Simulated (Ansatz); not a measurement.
Input of an Ansatz 0.2.0 run:

The input input.yaml:

```yaml
crystal:
  lattice:
    - [4.098807, 0.0, 0.0]
    - [0.0, 4.098807, 0.0]
    - [0.0, 0.0, 4.098807]
  atoms:
    - { symbol: Ag, position: [-0.006517, 0.000767, 0.003462] }
    - { symbol: Ti, position: [0.012769, 0.507025, 0.497021] }
    - { symbol: Ti, position: [0.50811, 0.003615, 0.495176] }
    - { symbol: Ti, position: [0.488281, 0.490629, -0.003753] }
kpoints:
  mp_grid: { grid: [7, 7, 7] }
scf:
  occupations: { method: fermi_dirac, width: 0.05 }
hamiltonian:
  xc: pbesol
  pseudopotentials: { kind: all_electron, lapw: { basis_error: 0.001 } }
output:
  forces: true
  stress: true
  eigenvalues: true
  populations: true
```

Potentials or basis: all-electron LAPW, scalar-relativistic.

Command:

```bash
$ ansatz run input.yaml --threads 2 --pin off --max-ram 8192MiB --backend cpu --events-out ev --progress --plain --runs-dir out
```

What does it give for the pressure?

-5.1 GPa.

Estimate the band gap on the k mesh.

none (metal or under the smearing width).

Stress tensor (GPa, compression positive):
```
-5.08 -0.09  0.00
-0.09 -5.19 -0.02
 0.00 -0.02 -4.98
```
